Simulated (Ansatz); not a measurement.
# Ir3Os: the cost of one run

Program: the Python package of Ansatz 0.2.0. Level of theory: DFT PBEsol, plane waves, PAW. These are calculated values, not measurements.

### 1 The system

Symmetry: Pm-3m, No. 221, cubic system. The conventional cell has a = 3.848 Å, b = 3.848 Å, c = 3.848 Å, α = 90.00°, β = 90.00°, γ = 90.00°. Os (site symmetry m-3m) is surrounded by 12 Ir at 2.72 Å. Ir (site symmetry 4/mmm) is surrounded by 4 Os at 2.72 Å and 8 Ir at 2.72 Å.

No structure file is read: the coordinates are typed or built in the script.

### 2 The code

File ir3os.py:

```python
# -*- coding: utf-8 -*-
"""Energy of Ir3Os under tetragonal strain, ions carried with the cell."""

import warnings

import ansatz as az
import numpy as np

vectors0 = np.array([
    [3.848074, 0.0, 0.0],
    [0.0, 3.848074, 0.0],
    [0.0, 0.0, 3.848074],
])
sites = [
    ("Os", [0.0, 0.0, 0.0]),
    ("Ir", [0.0, 0.5, 0.5]),
    ("Ir", [0.5, 0.5, 0.0]),
    ("Ir", [0.5, 0.0, 0.5]),
]


def crystal_on(cell):
    crystal = az.Crystal(lattice=az.Lattice.of(cell))
    for symbol, position in sites:
        crystal = crystal.atom(symbol, position)
    return crystal

warnings.simplefilter("ignore", az.DeckWarning)

# clamped ions: the fractional positions stay as typed
values = np.linspace(-0.02, 0.02, 7)
energies = []
for d in values:
    strain = np.diag([d, d, (1 + d) ** -2 - 1])
    cell = vectors0 @ (np.eye(3) + strain)
    setup = crystal_on(cell).calculation()
    setup = setup.functional("pbesol").basis(16 * az.Ha)
    setup = setup.occupations("fermi_dirac", width=0.1).scf(tolerance=1e-10)
    setup = setup.kpoints(9, 9, 9)
    setup = setup.stress()
    data = setup.run(threads=1).report
    energies.append(data["free_energy_ev"] / len(sites))
    s = data["stress_gpa"]
    print(f"d = {d:+.4f}  stress xx yy zz xy (GPa, compression positive): {s[0][0]:8.3f} {s[1][1]:8.3f} {s[2][2]:8.3f} {s[0][1]:8.3f}")
energies = np.array(energies)

for value, e in zip(values, energies):
    print(f"strain {value:7.3f}   E - Emin = {1000 * (e - energies.min()):9.3f} meV/atom")
np.savetxt("strain.csv", np.column_stack([values, energies]), fmt="%.6f", delimiter=",", header="strain,energy_eV_per_atom")
curvature = 2 * np.polyfit(values, energies, 3)[1]
volume = abs(np.linalg.det(vectors0)) / len(sites)
print(f"d2E/dd2 over the volume: {curvature / volume * 160.21766:.1f} GPa")
```

### 3 What the engine is handed

The engine receives this input (first run):

```yaml
crystal:
  lattice:
    - [3.77111252, 0.0, 0.0]
    - [0.0, 3.77111252, 0.0]
    - [0.0, 0.0, 4.006740941274469]
  atoms:
    - { symbol: Os, position: [0.0, 0.0, 0.0] }
    - { symbol: Ir, position: [0.0, 0.5, 0.5] }
    - { symbol: Ir, position: [0.5, 0.5, 0.0] }
    - { symbol: Ir, position: [0.5, 0.0, 0.5] }
basis:
  ecutwfc: 435.382179935808
kpoints:
  mp_grid:
    grid: [9, 9, 9]
hamiltonian:
  xc: pbesol
scf:
  convergence:
    dr2_threshold: 1.0e-10
  occupations:
    method: fermi_dirac
    width: 0.1
output:
  stress: true
```

### 4 The run

Launch:

```
$ python ir3os.py
```

**Question.** How long does this script take on 1 thread of Arm Neoverse V1, shared host, and how much memory does it need?

About 67 s, with a peak of 0.41 GiB.
